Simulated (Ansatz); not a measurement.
# Ge: the cost of one run

Program: Ansatz 0.2.0. Level of theory: DFT r2SCAN, scalar-relativistic, plane waves, PAW. These are calculated values, not measurements.

2 further runs of the same task are left out: 2 set aside as unsound or not needed.

### Step 1. Starting point

Symmetry: P6_3/mmc, No. 194, hexagonal system. The conventional cell has a = 3.996 Å, b = 3.996 Å, c = 6.603 Å, α = 90.00°, β = 90.00°, γ = 120.00°. Ge (site symmetry 3m) is surrounded by 4 Ge at 2.45 to 2.47 Å.

Structure file:

```
CELL_PARAMETERS angstrom
3.99565 0.00000 0.00000
-1.99782 3.46033 0.00000
0.00000 0.00000 6.60271
ATOMIC_POSITIONS crystal
Ge 0.66667 0.33333 0.06298
Ge 0.33333 0.66667 0.56298
Ge 0.66667 0.33333 0.43702
Ge 0.33333 0.66667 0.93702
```

It goes back to an entry of the Materials Project, which need not be the stable form.

This cell was relaxed beforehand with the same method: volume 22.82 Å³/atom, gap on the mesh 0.10 eV.

The other end member, Si, comes from an earlier run at this level (4 atoms, E(σ→0) -2556.2148 eV, gap 0.61 eV on its own mesh).

### Step 2. A common cell for all compositions

The supercell (-1 -1 0; 0 0 -1; 1 -1 0, in the relaxed cell's vectors) has 8 atoms and 8 Ge sites. Mesh and smearing are the same for all, so that energies can be compared.

### Step 3. End member Ge in the supercell

input.yaml reads:

```yaml
crystal:
  lattice:
    - [-1.9978243506, -3.46033328, 0.0]
    - [0.0, 0.0, -6.6027109594]
    - [5.993473052, -3.4603332799, 0.0]
  atoms:
    - { symbol: Ge, position: [0.0, 0.937018566, 0.6666666667] }
    - { symbol: Ge, position: [0.5, 0.937018566, 0.1666666667] }
    - { symbol: Ge, position: [0.0, 0.437018566, 0.3333333333] }
    - { symbol: Ge, position: [0.5, 0.437018566, 0.8333333333] }
    - { symbol: Ge, position: [0.0, 0.562981434, 0.6666666667] }
    - { symbol: Ge, position: [0.5, 0.562981434, 0.1666666667] }
    - { symbol: Ge, position: [0.0, 0.062981434, 0.3333333333] }
    - { symbol: Ge, position: [0.5, 0.062981434, 0.8333333333] }
basis:
  ecutwfc: 500
kpoints:
  mp_grid: { grid: [10, 6, 6] }
hamiltonian:
  xc: r2scan
scf:
  occupations: { method: gaussian, width: 0.1 }
output:
  forces: true
  stress: true
  eigenvalues: true
relax:
  adjacent_minimum: "off"
  f_tol: 0.015
  max_steps: 60
  cell: { stress_tol: 0.15 }
```

The run is started by

```sh
$ ansatz run input.yaml --threads 1 --pin off --max-ram 2560MiB --backend cpu --events-out ev --progress --plain --runs-dir out
```

Q: Estimate wall time and peak memory on 1 thread of Intel Xeon 6975P-C (Granite Rapids), shared host.

About 2.6 min, with a peak of 1.4 GiB.
